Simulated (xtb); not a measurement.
**GFN2-xTB run of C3H8GeO (SMILES [GeH3][O]C1CC1)**

We compute a geometry optimisation of C3H8GeO. 

Program for the calculation: xtb 6.7.1 later snapshot.

## 1. The structure to begin with

The species is C3H8GeO (13 atoms), meant as a singlet with charge 0. As SMILES, `[GeH3][O]C1CC1`. All atoms were displaced at random from a relaxed shape. The run starts from this shape.

Bond lengths: Ge1–O2 1.778 Å, O2–C3 1.409 Å, C3–C4 1.523 Å, C3–C5 1.502 Å, Ge1–H6 1.535 Å, Ge1–H7 1.564 Å, Ge1–H8 1.454 Å, C3–H9 1.078 Å, C4–H10 1.052 Å, C4–H11 1.128 Å, C5–H12 0.947 Å, C5–H13 1.168 Å. Some angles: Ge1–O2–C3 125.1°, O2–C3–C4 122.1°, O2–C3–C5 121.0°, C4–C3–C5 66.4°, O2–Ge1–H6 95.2°, O2–Ge1–H7 111.2°, O2–Ge1–H8 109.7°, O2–C3–H9 110.7°, C4–C3–H9 116.3°, C5–C3–H9 114.0°. A long bond or contact: C4–C5 1.656 Å.

## 2. A structure relaxation at GFN2-xTB

Input file xcontrol:

```
$chrg 0
$spin 0
$opt
   engine=rf
$end
```

Input file coord:

```
$coord
     -4.067238640771      0.975325447442      0.027986843906  ge
     -1.073704589490      0.812015315752      1.544265291783  o
      0.868763791274     -0.895749080334      0.914173910049  c
      2.041376646127     -0.974229406290     -1.713792622423  c
      3.582410506237     -0.067160866469      0.854874304258  c
     -4.966483714435      3.326768356097      1.468714041320  h
     -3.770041413151      1.464424363017     -2.871722305288  h
     -5.634199543310     -1.127939729267      0.847523269633  h
      0.570621700592     -2.692632960457      1.824625059632  h
      1.347601493993      0.414190171995     -2.957478076823  h
      2.576093550351     -2.869813681902     -2.530343280874  h
      4.916028026908     -1.065748842505      1.509569920135  h
      3.816623162123      2.119308951507      0.662084445024  h
$end
```

The run is started by

```bash
$ xtb coord --input xcontrol --gfn 2 --opt normal > xtb.out 2> xtb.err
```

**Question.** What will come out? Wanted: total energy at the end; dipole moment; HOMO energy; LUMO energy; HOMO–LUMO gap; dispersion energy; mean polarisability.

Answer, from the run:

Level: GFN2-xTB.

| quantity | value |
| --- | --- |
| total energy at the end | -16.47818 Eh |
| dipole moment | 1.18 D |
| HOMO energy | -10.92 eV |
| LUMO energy | -3.64 eV |
| HOMO–LUMO gap | 7.28 eV |
| dispersion energy | -18.62 kJ/mol |
| mean polarisability (D4 model) | 69.4 bohr³ |

What this shows: At the final geometry: Bond lengths: Ge1–O2 1.747 Å, O2–C3 1.391 Å, C3–C4 1.497 Å, C3–C5 1.496 Å, C4–C5 1.502 Å, Ge1–H6 1.487 Å, Ge1–H7 1.504 Å, Ge1–H8 1.504 Å, C3–H9 1.086 Å, C4–H10 1.080 Å, C4–H11 1.079 Å, C5–H12 1.079 Å, C5–H13 1.078 Å. Some angles: Ge1–O2–C3 127.8°, O2–C3–C4 120.4°, O2–C3–C5 117.6°, C4–C3–C5 60.2°, C3–C4–C5 59.8°, C3–C5–C4 59.9°, O2–Ge1–H6 99.6°, O2–Ge1–H7 110.8°, O2–Ge1–H8 110.6°, O2–C3–H9 113.2°. The optimisation took 8 steps and changed the energy by -1.012 eV. Mulliken charges run from -0.33 on O2 to +0.20 on Ge1.
